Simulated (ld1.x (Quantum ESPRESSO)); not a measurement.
# In: an RRKJ potential and its near relatives, part 2 of 2

One potential is built and tested. Then a few of its settings are changed, to learn what that costs or gains.

ld1.x (Quantum ESPRESSO) 7.5; first potential PW91, scalar-relativistic. The steps go on from the part before.

## Step 5: Plane-wave convergence, by spherical Bessel functions

A separate test, outside the generator: the pseudo-atom's Hamiltonian at the reference potential is diagonalised in spherical Bessel functions j_l(qr) that vanish at 20 bohr, with q² up to the cutoff.

All-electron valence levels (Ry): 5p -0.1880, 4d -1.3719, 5s -0.6090. The lowest levels of each channel (Ry) by cutoff; the last column sums, over occupied levels, occupation times the distance from the level at 400 Ry. A positive value at high cutoff is not a bound level.

```
cutoff (Ry)     p #1     d #1    f #1     s #1  Σ f·Δε (mRy)
          8  -0.1844   0.0339  0.1031  -0.6071       14065.9
         15  -0.1880   0.0284  0.1031  -0.6085       14005.0
         30  -0.1880  -0.8039  0.1031  -0.6090        5680.6
         45  -0.1880  -1.3039  0.1031  -0.6090         680.6
         70  -0.1880  -1.3718  0.1031  -0.6090           1.7
         80  -0.1880  -1.3719  0.1031  -0.6090           0.6
        100  -0.1880  -1.3720  0.1031  -0.6090           0.2
        400  -0.1880  -1.3720  0.1031  -0.6090           0.0
```

The sum stays within 10 mRy from 70 Ry and within 1 mRy from 80 Ry. The sum leaves out empty levels, which can need more. Ghost test: no level below the all-electron spectrum of its channel (p, d, f, s tested).

## Step 6: Changed: waves 5p (bound): rc 2.20 bohr; 4d (bound): rc 1.10 bohr; 4f channel at -0.15 Ry: rc 2.30 …

In full, the change is: waves 5p (bound): rc 2.20 bohr; 4d (bound): rc 1.10 bohr; 4f channel at -0.15 Ry: rc 2.30 bohr; 5s (bound): rc 3.30 bohr.

Input file In.in:

```
 &input
   title='In', zed=49., rel=1, dft='PW91', iswitch=3,
   config='[Kr] 4d10 4f-2 5s2 5p1',
   nld=4, rlderiv=3.60, eminld=-3.0, emaxld=5.0, deld=0.02
 /
 &inputp
   pseudotype=2, tm=.false., rho0=0.02, lloc=0,
   nlcc=.true.,
   file_pseudopw='In.UPF', file_wfcaegen='ae.wfc', file_wfcncgen='nc.wfc', file_beta='beta', file_chi='chi'
 /
4
5P  2  1   1.00   0.00  2.20  2.20  0.0
4D  3  2  10.00   0.00  1.10  1.10  0.0
4F  4  3  -2.00  -0.15  2.30  2.30  0.0
5S  1  0   2.00   0.00  3.30  3.30  0.0
 &test
   configts(1)='4d10 5s2 5p1'
 /
```

Run with:

```console
$ ld1.x < In.in > In.out
```

What the program wrote to In.out (without the banner and most projector matrices):

```text
     Program LD1 v.7.5
     [... all-electron run as in step 2 ...]


     --------------------- Generating NC pseudopotential ---------------------

      Generating local pot.: lloc=0, matching radius rcloc =   3.3000

      Computing core charge for nlcc:

       r > 0.68 : true rho core
       r < 0.68 : rho core = a sin(br)/r    a=  22.96  b=   3.07

      Integrated core pseudo-charge :  11.21

      Wfc   5P  rcut= 2.188  Estimated cut-off energy=       35.51 Ry
      This function has    0 nodes for 0 < r <    2.188

      Wfc   4D  rcut= 1.087  Estimated cut-off energy=      196.20 Ry
      This function has    0 nodes for 0 < r <    1.087

      Wfc   4F  rcut= 2.301  Estimated cut-off energy=       52.74 Ry
      This function has    0 nodes for 0 < r <    2.301

     ------------------- End of pseudopotential generation -------------------

     [... all-electron run as in step 2 ...]


     Computing logarithmic derivative in   3.58568

       Warning: n=3, l=2 expected 0 nodes, found 1
       Setting wfc to zero for this iteration
       (This warning will only be printed once per wavefunction)

     Computing logarithmic derivative in   3.58568
     Computing the partial wave expansion
       no projector for channel:   0
     R is outside the sphere for l=    1 j= 0.00
     R is outside the sphere for l=    2 j= 0.00
     R is outside the sphere for l=    3 j= 0.00

     ---------------------- Testing the pseudopotential ----------------------

     In
     scalar relativistic calculation

     atomic number is 49.00   valence charge is 13.00
     dft =PW91   lsd =0 sic =0 latt =0  beta=0.20 tr2=1.0E-14
     mesh =1241 r(mesh) = 100.30140 xmin = -7.00 dx = 0.01250

     n l     nl             e AE (Ry)        e PS (Ry)    De AE-PS (Ry)
     3 2     4D   1(10.00)       -1.37194       -1.37194       -0.00000
     1 0     5S   1( 2.00)       -0.60898       -0.60898        0.00000
     2 1     5P   1( 1.00)       -0.18803       -0.18803        0.00000

     eps = 6.1E-15  iter = 20

     Etot =  -11765.041661 Ry,   -5882.520831 Ha, -160071.546420 eV
     Etotps =  -137.192272 Ry,     -68.596136 Ha,   -1866.595955 eV

     Ekin =      89.433934 Ry,      44.716967 Ha,    1216.810661 eV
     Encl =    -191.103458 Ry,     -95.551729 Ha,   -2600.095004 eV
     Ehrt =     102.834190 Ry,      51.417095 Ha,    1399.130428 eV
     Ecxc =     -42.891928 Ry,     -21.445964 Ha,    -583.574416 eV
     (Ecc =     -21.692169 Ry,     -10.846085 Ha,    -295.136996 eV)
     Epseu=     -95.465009 Ry,     -47.732505 Ha,   -1298.867623 eV

     ---------------------- End of pseudopotential test ----------------------
```

Run time: 5.4 s. Hardware: 1 thread, shared host. (Generation and the later configuration tests together.)

The test run was repeated on this file; only its results are given.

The tests as a table, with energies relative to 4d10 5s2 5p1.

```csv
valence configuration,charge,ΔE all-electron (eV),error AE − PS (meV)
4d10 5s2 5p0,+1,5.419,+2.3
4d10 5s1 5p0,+2,24.743,-8.7
4d10 5s0 5p0,+3,53.161,-253
4d9 5s2 5p2,0,18.303,-172
4d10 5s2 5p0.5,+0.5,1.964,+0.1
4d10 5s0 5p3,0,12.010,-111
4d9 5s0 5p0,+4,109.640,-1083
```

Compared with the first run, the loose cutoff goes from 70 Ry to 140 Ry, the largest test error goes from -777 to -1083 meV and a bound ghost appears (f).

## Step 7: Results

What follows sums up all 2 parts.

Cutoffs, loose and tight: the cutoffs (Ry, on a coarse ladder) from which the occupation-weighted sum of valence levels, in a spherical-Bessel basis at the reference potential, stays within 10 and 1 mRy of its value at 400 Ry; empty and scattering waves don't count. The number of plane waves in a given cell goes as the cutoff to the power 3/2; it is given for the loose cutoff, relative to the first potential. Test errors are all-electron less pseudo. The phase difference is the largest within 1 Ry of zero, over the channels with partial waves.

```csv
change,outcome,"cutoff, loose","cutoff, tight","plane waves, relative",bound ghosts,largest test error (meV),phase difference near zero (rad)
first potential,generated,70 Ry,80 Ry,1.00,none,-777,0.158
waves 5p (bound): rc 2.20 bohr; 4d (bound): rc 1.10 bohr; 4f channel at -0.15 Ry: rc 2.30 bohr; 5s (bound): rc 3.30 bohr,generated,140 Ry,230 Ry,2.83,f,-1083,0.304
```

What this shows: The softest is the first potential, at 70 Ry; the highest cutoff read, 140 Ry, costs 2.8 times the plane waves. Among those with the same tests and no ghost or faulty overlap, the first potential has the smallest worst error, -777 meV. 1 of the 2 potentials written has a bound ghost.

The first potential by itself. By total energies transferability is poor: the largest error is 777 meV on 109.6 eV, for 4d9 5s0 5p0. That test lies far up in energy; among those under 40 eV, nearer to bonding, the largest error is 200 meV. The potential is of middling hardness: the looser tolerance needs 70 Ry. The slowest occupied level is 4d: taken alone it needs 70 Ry to come within 1 mRy, against 15 Ry for 5s. No bound ghost shows below the valence levels.
